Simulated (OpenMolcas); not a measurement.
# quartet GeSiH5: levels of theory compared

Wanted: a comparison of 6 runs (UHF/STO-3G, UB3LYP/6-31G*, UB3LYP/aug-cc-pVDZ, UBLYP/aug-cc-pVDZ, UM06-L/aug-cc-pVDZ, ROMP2/aug-cc-pVDZ) of quartet GeSiH5. 

The results are computed with OpenMolcas 26.06.

## (1) The structure to begin with

GeSiH5: 7 atoms, total charge 0, spin state quartet. SMILES of the parent species: `[SiH2][GeH3]`. The shape is that of a PBE0-D4/def2-TZVP optimisation. That shape belongs to the parent species and isn't relaxed for this state.

Bond lengths: Si1–Ge2 2.370 Å, Si1–H3 1.489 Å, Si1–H4 1.489 Å, Ge2–H5 1.537 Å, Ge2–H6 1.541 Å, Ge2–H7 1.537 Å. Angles: Si1–Ge2–H5 109.6°, Si1–Ge2–H6 112.0°, Si1–Ge2–H7 109.7°, Ge2–Si1–H3 113.4°, Ge2–Si1–H4 113.3°, H5–Ge2–H6 108.4°, H5–Ge2–H7 108.7°, H6–Ge2–H7 108.4°, H3–Si1–H4 109.6°.

## (2) A single-point energy at UHF/STO-3G (run 1)

File mol.input:

```
* GeH5Si Hartree-Fock

&GATEWAY
  BasLib=$CurrDir
  Coord
  7
  angstrom
  Si      -0.094700      -1.423600      -0.163400
  Ge       0.288700       0.914700      -0.097700
  H        0.173200      -2.103400       1.133900
  H       -1.456400      -1.784700      -0.645400
  H        0.037100       1.517100      -1.489000
  H       -0.633800       1.622900       0.913200
  H        1.746900       1.189100       0.302700
  Basis=STO-3G
  Group=NoSym

&SEWARD

&SCF
  UHF
  Spin=4
  Thresholds=1e-10 1e-07 1e-07 1e-05
  PrOrbitals=0
```

The basis set STO-3G is read from a file made from the Basis Set Exchange's data (not shown).

Started as:

```bash
$ export MOLCAS_MEM=1860
$ pymolcas mol.input > mol.log
```

The program printed:

```text
--- Start Module: gateway ---
[...]
--- Stop Module: gateway /rc=_RC_ALL_IS_WELL_ ---
--- Start Module: seward ---
[...]
      Basis functions           32
--- Stop Module: seward /rc=_RC_ALL_IS_WELL_ ---
--- Start Module: scf ---
[...]
       Convergence after  22 Iterations
[...]
::    Total SCF energy                              -2339.8765963418
[...]
      Total spin, S                                     1.5008595665
[...]
      Total electronic charge=   51.000000
      Total            charge=   -0.000000
[...]
      Dipole Moment (debye):
      Origin of the operator (angstrom)=    0.1735    0.2640   -0.1083
                   X=  6.0592E-01               Y=  1.6762E-02               Z= -5.5803E-01           Total=  8.2390E-01
      Quadrupole Moment (debye*angstrom):
[...]
--- Stop Module: scf /rc=_RC_ALL_IS_WELL_ ---
[...]
```

Wall time 1.4 s (1 thread of Intel Xeon 6975P-C (Granite Rapids), shared host); peak memory 0.37 GiB.

## (3) A single-point energy at UB3LYP/6-31G(d) (spherical functions) (run 2)

File input.xyz:

```xyz
7

Si    -0.094700    -1.423600    -0.163400
Ge     0.288700     0.914700    -0.097700
H      0.173200    -2.103400     1.133900
H     -1.456400    -1.784700    -0.645400
H      0.037100     1.517100    -1.489000
H     -0.633800     1.622900     0.913200
H      1.746900     1.189100     0.302700
```

File calc.inp:

```
* GeH5Si Kohn-Sham DFT

&GATEWAY
  BasLib = $CurrDir
  Coord = input.xyz
  Basis = 6-31Gs
  Group = NoSym

&SEWARD
  GridInput
  Grid=UltraFine
  End of Grid

&SCF
  UHF
  Spin = 4
  KSDFT = B3LYP
  Thresholds = 1e-10 1e-07 1e-07 1e-05
  PrOrbitals = 1 1
```

The basis set 6-31G* is read from a file made from the Basis Set Exchange's data (not shown).

Started as:

```bash
$ export MOLCAS_MEM=1860
$ pymolcas calc.inp > calc.log
```

The program printed:

```text
--- Start Module: gateway ---
[...]
--- Stop Module: gateway /rc=_RC_ALL_IS_WELL_ ---
--- Start Module: seward ---
[...]
      Basis functions           60
--- Stop Module: seward /rc=_RC_ALL_IS_WELL_ ---
[...]
--- Start Module: scf ---
[...]
       Convergence after  27 Iterations
[...]
::    Total KS-DFT energy                           -2368.9547466896
[...]
      Total spin, S                                     1.5006012824
[...]
      Total electronic charge=   51.000000
      Total            charge=   -0.000000
[...]
      Dipole Moment (debye):
      Origin of the operator (angstrom)=    0.1735    0.2640   -0.1083
                   X= -1.7417E-01               Y= -6.4040E-01               Z=  4.5018E-02           Total=  6.6519E-01
      Quadrupole Moment (debye*angstrom):
[...]
--- Stop Module: scf /rc=_RC_ALL_IS_WELL_ ---
[...]
```

Wall time 25 s (1 thread of Intel Xeon 6975P-C (Granite Rapids), shared host); peak memory 0.39 GiB.

## (4) The energy at UB3LYP/aug-cc-pVDZ (run 3)

input.xyz is that of step 3.

File calc.input:

```
* GeH5Si Kohn-Sham DFT

&gateway
  baslib
  $CurrDir
  coord
  input.xyz
  basis
  aug-cc-pVDZ
  group
  NoSym

&seward
  gridinput
  Grid=UltraFine
  End of Grid

&scf
  uhf
  spin
  4
  ksdft
  B3LYP
  thresholds
  1e-10 1e-07 1e-07 1e-05
  prorbitals
  1 1
```

The basis set aug-cc-pVDZ is read from a file made from the Basis Set Exchange's data (not shown).

Started as:

```bash
$ export MOLCAS_MEM=1860
$ pymolcas calc.input > calc.log
```

The program printed:

```text
--- Start Module: gateway ---
[...]
--- Stop Module: gateway /rc=_RC_ALL_IS_WELL_ ---
--- Start Module: seward ---
[...]
      Basis functions          108
--- Stop Module: seward /rc=_RC_ALL_IS_WELL_ ---
[...]
--- Start Module: scf ---
[...]
       Convergence after  26 Iterations
[...]
::    Total KS-DFT energy                           -2369.2402837593
[...]
      Total spin, S                                     1.5008630285
[...]
      Total electronic charge=   51.000000
      Total            charge=   -0.000000
[...]
      Dipole Moment (debye):
      Origin of the operator (angstrom)=    0.1735    0.2640   -0.1083
                   X= -1.2541E-01               Y= -8.6903E-01               Z= -3.3051E-02           Total=  8.7865E-01
      Quadrupole Moment (debye*angstrom):
[...]
--- Stop Module: scf /rc=_RC_ALL_IS_WELL_ ---
[...]
```

Wall time 79 s (1 thread of Intel Xeon 6975P-C (Granite Rapids), shared host); peak memory 0.63 GiB.

Runs 4 to 5 aren't shown in full; the table further down has their settings and results.

## (5) A single-point energy at ROMP2/aug-cc-pVDZ (run 6)

File run.inp:

```
>>> EXPORT MOLCAS_PRINT=2

&GATEWAY
  BasLib=$CurrDir
  Coord
  7
  bohr
  Si    -0.17895706    -2.69021411    -0.30878125
  Ge     0.54556393     1.72853249    -0.18462624
  H      0.32730056    -3.97484993     2.14276045
  H     -2.75219713    -3.37259421    -1.21962924
  H      0.07010884     2.86690350    -2.81380220
  H     -1.19770842     3.06683653     1.72569790
  H      3.30116257     2.24707333     0.57202010
  Basis=aug-cc-pVDZ
  Group=NoSym

&SEWARD

&SCF
  UHF
  Spin=4
  Thresholds=1e-10 1e-07 1e-07 1e-05
  PrOrbitals=1 2

&RASSCF
  FileOrb=$Project.UnaOrb
  Spin=4
  Nactel=3 0 0
  Inactive=24
  Ras2=3
  OutOrbitals=Canonical
  OrbListing=Nothing

&CASPT2
  IPEA=0.0
  Frozen=14
```

The basis set aug-cc-pVDZ is read from a file made from the Basis Set Exchange's data (not shown).

Started as:

```bash
$ export MOLCAS_MEM=1860
$ pymolcas run.inp > run.log
```

The program printed:

```text
--- Start Module: gateway ---
[...]
--- Stop Module: gateway /rc=_RC_ALL_IS_WELL_ ---
[...]
      Basis functions          108
[...]
       Convergence after  46 Iterations
[...]
::    Total SCF energy                              -2366.8810156324
[...]
      Total spin, S                                     1.5030224590
[...]
--- Start Module: rasscf ---
[...]
      Number of active orbitals                  3
[...]
      Spin quantum number                      1.5
[...]
      Active orbitals                            3
[...]
      Number of CSFs                             1
[...]
      Number of root(s) required                 1
[...]
      Convergence after 23 iterations
[...]
      printout of CI-coefficients larger than  0.05 for root  1
      energy=   -2366.877062
      conf/sym  111     Coeff  Weight
             1  uuu   1.00000 1.00000
      Natural orbitals and occupation numbers for root  1
      sym 1:   1.000000   1.000000   1.000000
      ************************************************************************************************************************
      *                                                    Final results                                                     *
[...]
::    RASSCF root number  1 Total energy:  -2366.87706150
[...]
      Total electronic charge=   51.000000
      Total            charge=   -0.000000
[...]
      Dipole Moment (debye):
      Origin of the operator (angstrom)=    0.1735    0.2640   -0.1083
                   X= -5.5325E-02               Y= -4.5530E-01               Z= -2.8414E-02           Total=  4.5953E-01
      Quadrupole Moment (debye*angstrom):
[...]
--- Stop Module: rasscf /rc=_RC_ALL_IS_WELL_ ---
[...]
--- Start Module: caspt2 ---
[...]
 ###    WARNING: User changed nr of frozen orbitals.                         ###
 ###############################################################################
[...]
      E2 (Variational):          -0.2364234457
      Total energy:           -2367.1134849462
[...]
      Reference weight:           0.88147
[...]
::    CASPT2 Root  1     Total energy:  -2367.11348495
[...]
--- Stop Module: caspt2 /rc=_RC_ALL_IS_WELL_ ---
[...]
```

It took 44 s on 1 thread of Intel Xeon 6975P-C (Granite Rapids), shared host; peak memory 0.63 GiB.

## (6) The series

```
run                                level  integration grid  frozen core orbitals   energy (Eh)  dipole moment (D)  HOMO energy (eV)   ⟨S²⟩  wall time
  1                           UHF/STO-3G                 –                     –  -2339.876596               0.82              0.88  3.753      1.4 s
  2  UB3LYP/6-31G* (spherical functions)         UltraFine                     –  -2368.954747               0.67             -1.72  3.752       25 s
  3                   UB3LYP/aug-cc-pVDZ         UltraFine                     –  -2369.240284               0.88             -2.31  3.753       79 s
  4                    UBLYP/aug-cc-pVDZ         UltraFine                     –  -2369.212610               1.04             -1.81  3.753       72 s
  5                   UM06-L/aug-cc-pVDZ         UltraFine                     –  -2369.103745               0.38             -1.22  3.756    2.1 min
  6                    ROMP2/aug-cc-pVDZ                 –                    14  -2367.113485                  –                 –      –       44 s
```

## (7) What came out

| quantity | value |
| --- | --- |
| run 6: total energy | -2367.11348 Eh |

Over runs 1, 2, 3, 4, 5 the dipole moment (its size) runs from 0.38 D (UM06-L/aug-cc-pVDZ) to 1.04 D (UBLYP/aug-cc-pVDZ). The two dipoles point in opposite directions. Totals of different functionals can't be ranked against each other. In run 1 the basis is minimal, so the values are rough. All runs together took 5.8 min, the longest 2.1 min.
